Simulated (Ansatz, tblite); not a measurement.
**In11P12 zinc blende off sphere (In₁₁P₁₂H₃₂+): which spin state is lowest**

Aim: set other spin states of In11P12 zinc blende off sphere (In₁₁P₁₂H₃₂+) against its singlet, on many levels of theory.

The runs use Ansatz 0.2.0, Gaussian basis; as each input shows.

Plan: triplet, at the geometry of the singlet (GFN1-xTB, GFN2-xTB, PBE0-D4/def2-SVP, PBE-D4/def2-SVP); the singlet's energies come from earlier runs.

1 further run of the same task is left out (for a known fault of the program).

## Step 1: The geometry

The geometry is that of the singlet, from an earlier relaxation (PBE-D4/def2-SVP).

55 atoms, charge 1, spin multiplicity 1.

Bond lengths: In1–P13 2.670 Å, In1–P14 2.659 Å, In1–H24 1.729 Å, In1–H25 1.735 Å, In2–P12 2.682 Å, In2–P16 2.682 Å, In2–H26 1.727 Å, In2–H27 1.723 Å, In3–P15 2.666 Å, In3–P17 2.649 Å, In3–H28 1.726 Å, In3–H29 1.748 Å, In4–P13 2.559 Å, In4–P18 2.624 Å, In4–P19 2.637 Å, In4–H30 1.727 Å, In5–P15 2.569 Å, In5–P18 2.661 Å and more. Angles: P13–In1–P14 94.0°, P13–In1–H24 107.1°, P13–In1–H25 103.9°, P14–In1–H24 107.6°, P14–In1–H25 104.7°, H24–In1–H25 132.9°, P12–In2–P16 97.5°, P12–In2–H26 103.4°, P12–In2–H27 104.7°, P16–In2–H26 103.4°, P16–In2–H27 104.9°, H26–In2–H27 136.7°, P15–In3–P17 93.0°, P15–In3–H28 108.1°, P15–In3–H29 102.6°, P17–In3–H28 111.2°, P17–In3–H29 103.2°, H28–In3–H29 131.8° and more.

In takes a core potential in the def2 sets. No spin-orbit coupling is included. The ion is computed in the gas phase, without counter-ions or solvent.

## Step 2: Triplet at the fixed geometry, GFN1-xTB

Tight binding, by tblite at 300 K electronic temperature and without a spin-polarisation term:

```python
tblite.interface.Calculator('GFN1-xTB', numbers, positions, charge=1, uhf=2).singlepoint()
```

Energy -1789.7926 eV; 1 s.

## Step 3: Triplet at the fixed geometry, GFN2-xTB

Tight binding, by tblite at 300 K electronic temperature and without a spin-polarisation term:

```python
tblite.interface.Calculator('GFN2-xTB', numbers, positions, charge=1, uhf=2).singlepoint()
```

Energy -1622.5017 eV; 0.85 s.

## Step 4: Triplet at the fixed geometry, PBE0-D4/def2-SVP

Input file in.yaml:

```yaml
crystal:
  periodic: [false, false, false]
  atoms:
    - {symbol: In, position_ang: [-5.067580, 1.659418, -0.441379]}
    - {symbol: In, position_ang: [-2.619283, -3.733853, 2.988908]}
    - {symbol: In, position_ang: [1.026314, -4.375434, -0.695349]}
    - {symbol: In, position_ang: [-2.050071, 2.100097, -3.752724]}
    - {symbol: In, position_ang: [1.376600, -1.229431, -3.881319]}
    - {symbol: In, position_ang: [-1.637172, -1.030034, -0.875734]}
    - {symbol: In, position_ang: [-1.339180, 1.810430, 2.602508]}
    - {symbol: In, position_ang: [1.356981, -1.265790, 1.863246]}
    - {symbol: In, position_ang: [1.346211, 1.693798, -0.760952]}
    - {symbol: In, position_ang: [4.550308, -0.929189, -0.655724]}
    - {symbol: In, position_ang: [3.941608, 2.622074, 3.127737]}
    - {symbol: P, position_ang: [-3.120835, -2.520907, 0.649765]}
    - {symbol: P, position_ang: [-3.240954, 0.587220, -2.067084]}
    - {symbol: P, position_ang: [-3.262179, 2.841306, 1.112832]}
    - {symbol: P, position_ang: [-0.119990, -2.546077, -2.260142]}
    - {symbol: P, position_ang: [-0.169302, -2.718955, 3.391022]}
    - {symbol: P, position_ang: [2.771981, -2.642503, 0.287697]}
    - {symbol: P, position_ang: [-0.386232, 0.457513, -4.943068]}
    - {symbol: P, position_ang: [-0.214827, 3.212999, -2.220439]}
    - {symbol: P, position_ang: [2.765852, 0.227068, -2.271294]}
    - {symbol: P, position_ang: [-0.217800, 0.370590, 0.705721]}
    - {symbol: P, position_ang: [2.796799, 0.226917, 3.455106]}
    - {symbol: P, position_ang: [2.833120, 3.192738, 0.736140]}
    - {symbol: H, position_ang: [-5.878707, 2.897494, -1.335599]}
    - {symbol: H, position_ang: [-5.636829, 0.311534, 0.491272]}
    - {symbol: H, position_ang: [-3.602578, -2.862384, 4.109192]}
    - {symbol: H, position_ang: [-2.351896, -5.385376, 2.576359]}
    - {symbol: H, position_ang: [1.804363, -5.536868, -1.708232]}
    - {symbol: H, position_ang: [-0.134429, -4.550349, 0.599756]}
    - {symbol: H, position_ang: [-2.870228, 3.216046, -4.784971]}
    - {symbol: H, position_ang: [2.214854, -2.044857, -5.155337]}
    - {symbol: H, position_ang: [-2.094572, 0.658296, 3.660078]}
    - {symbol: H, position_ang: [-0.169632, 3.050162, 2.959277]}
    - {symbol: H, position_ang: [5.745177, -1.726213, -1.612202]}
    - {symbol: H, position_ang: [4.689328, 0.265181, 0.616737]}
    - {symbol: H, position_ang: [5.590944, 2.296265, 2.754287]}
    - {symbol: H, position_ang: [3.068460, 3.653767, 4.200115]}
    - {symbol: H, position_ang: [-3.684299, -3.490294, -0.239438]}
    - {symbol: H, position_ang: [-4.292026, -1.711373, 0.809192]}
    - {symbol: H, position_ang: [-3.974279, -0.267718, -2.956796]}
    - {symbol: H, position_ang: [-4.017645, 3.704199, 1.969644]}
    - {symbol: H, position_ang: [-2.660149, 3.881614, 0.334375]}
    - {symbol: H, position_ang: [-1.042461, -3.220179, -3.127594]}
    - {symbol: H, position_ang: [0.683112, -3.788976, 3.811358]}
    - {symbol: H, position_ang: [-0.195847, -2.005475, 4.632143]}
    - {symbol: H, position_ang: [3.504247, -3.399710, 1.263880]}
    - {symbol: H, position_ang: [-1.226720, -0.341433, -5.783481]}
    - {symbol: H, position_ang: [0.253242, 1.196127, -5.991235]}
    - {symbol: H, position_ang: [0.574351, 4.103277, -3.016030]}
    - {symbol: H, position_ang: [-0.827529, 4.191108, -1.374544]}
    - {symbol: H, position_ang: [3.454517, 1.171181, -3.102847]}
    - {symbol: H, position_ang: [2.023429, 0.294698, 4.658972]}
    - {symbol: H, position_ang: [3.810647, -0.658305, 3.942943]}
    - {symbol: H, position_ang: [2.078936, 4.403645, 0.853035]}
    - {symbol: H, position_ang: [3.843910, 3.684882, -0.149730]}
basis:
  gaussian: {orbitals: def2-SVP, fitting: {mean_field: def2-universal-jkfit}}
total_charge: 1
magnetization: {spin_polarized: true, initial_magnetization: 2}
hamiltonian: {xc: pbe0, dispersion: d4}
scf: {omitted_lower_state_checks: [starts]}
output: {orbitals: {seedname: orbitals}}
```

Started as:

```
$ ansatz run in.yaml --threads 5 --pin off --events-out ev --progress --plain --max-ram 66560MiB --backend cuda --devices 0, --max-vram 37GiB
```

What it wrote:

```text
Functional definition: PBE0
  name "PBE0"
  cite "Adamo & Barone, J. Chem. Phys. 110, 6158 (1999) doi:10.1063/1.478522"
  cite "Perdew, Burke & Ernzerhof, Phys. Rev. Lett. 77, 3865 (1996) doi:10.1103/PhysRevLett.77.3865"
  parent pbe
  parameter a = 0.25
  parameter kappa = 0.804
  parameter beta = 0.06672455060314922
  exchange = (1 - a)*pbe_x(kappa = kappa, mu = beta*pi^2/3) + a*exact_x
  correlation = pbe_c(beta = beta)
these checks for a lower state are left out or cut short: starts
4510 factors; integrals over basis functions are off by at most 3.4e-1 eV
mean field evaluation 1: about -168815.2296 eV, gradient 3.2e1 eV
mean field evaluation 2: about -168803.4207 eV, gradient 5.0e1 eV
mean field evaluation 4: about -168821.5831 eV, gradient 1.0e1 eV
mean field evaluation 8: about -168822.6556 eV, gradient 8.9e-1 eV
mean field evaluation 16: about -168822.7115 eV, gradient 7.1e-2 eV
mean field evaluation 32: about -168822.7198 eV, gradient 3.6e-2 eV
mean field -168822.72699917 eV, -6204.1207850651 hartree, gradient 7.9e-6 eV, S^2 2.007821; 0 other end points of the search recorded, 0 dependent functions left out
reference -168822.72711008 eV, -6204.1207891411 hartree; 222, 220 occupied and 440, 442 virtual orbitals, 4510 factors
Total energy: -168826.40181212 eV, -6204.2558319502 hartree
Checks for a lower state left out: starts
```

It took 41 s on 1 × H100 (card shared with other runs) with 5 threads of AMD EPYC 7R13, shared host; peak host memory 1.5 GiB.

HOMO -5.16 eV, LUMO -8.26 eV (over both spins; with the spin held, an empty level of the minority spin lies below the top filled one); ⟨S²⟩ 2.008 (pure: 2.00).

## Step 5: Triplet at the fixed geometry, PBE-D4/def2-SVP

start.molden holds the orbitals of an earlier run on this state, given as this run's starting guess.

in.yaml: that of step 4 with these lines changed.

```diff
@@ -59,6 +59,6 @@
 basis:
-  gaussian: {orbitals: def2-SVP, fitting: {mean_field: def2-universal-jkfit}}
+  gaussian: {orbitals: def2-SVP, fitting: {mean_field: def2-universal-jkfit}, initial_orbitals: start.molden}
 total_charge: 1
 magnetization: {spin_polarized: true, initial_magnetization: 2}
-hamiltonian: {xc: pbe0, dispersion: d4}
+hamiltonian: {xc: pbe, dispersion: d4}
 scf: {omitted_lower_state_checks: [starts]}
```

Same command.

What it wrote:

```text
Functional definition: PBE
  name "PBE"
  cite "Perdew, Burke & Ernzerhof, Phys. Rev. Lett. 77, 3865 (1996) doi:10.1103/PhysRevLett.77.3865"
  parent pbe
  parameter kappa = 0.804
  parameter beta = 0.06672455060314922
  exchange = pbe_x(kappa = kappa, mu = beta*pi^2/3)
  correlation = pbe_c(beta = beta)
these checks for a lower state are left out or cut short: starts
4510 factors; integrals over basis functions are off by at most 3.4e-1 eV
mean field evaluation 1: about -168811.0176 eV, gradient 1.1e1 eV
mean field evaluation 2: about -168811.7402 eV, gradient 7.9e-1 eV
mean field evaluation 4: about -168811.8619 eV, gradient 7.1e-1 eV
mean field evaluation 8: about -168811.9143 eV, gradient 6.2e-2 eV
mean field evaluation 16: about -168811.9145 eV, gradient 1.1e-3 eV
mean field -168811.91452632 eV, -6203.7234340169 hartree, gradient 2.6e-6 eV, S^2 2.002074; 0 other end points of the search recorded, 0 dependent functions left out
reference -168811.91467537 eV, -6203.7234394943 hartree; 222, 220 occupied and 440, 442 virtual orbitals, 4510 factors
Total energy: -168815.88946769 eV, -6203.8695104181 hartree
Checks for a lower state left out: starts
```

It took 21 s on 1 × H100 (card shared with other runs) with 5 threads of AMD EPYC 7R13, shared host; peak host memory 1.4 GiB.

From the report: HOMO -4.92 eV, LUMO -8.40 eV (over both spins; with the spin held, an empty level of the minority spin lies below the top filled one); ⟨S²⟩ 2.002 (pure: 2.00).

## Step 6: Triplet less singlet, vertical

The singlet's energies are those of its earlier runs, whose logs aren't repeated here.

```tsv
level	triplet less singlet, vertical (kcal/mol)	time
GFN1-xTB	+66.3	1.8 s
GFN2-xTB	+64.2	1.4 s
PBE-D4/def2-SVP	+80.3	30 s
PBE0-D4/def2-SVP	+98.2	50 s
```

Times add the two runs; a level without a time comes out of a correlated run. Tight binding without a spin term can't rank spin states.

## Step 7: Summary of results

| quantity | value |
| --- | --- |
| triplet less singlet, vertical, functionals in def2-SVP | +80.3 (PBE-D4) to +98.2 kcal/mol (PBE0-D4) |

All functionals put the triplet above the singlet, over a spread of 17.9 kcal/mol. The checks for a lower triplet were left out, so another state of that spin may lie lower. These are electronic energies, without zero-point motion, entropy or surroundings.
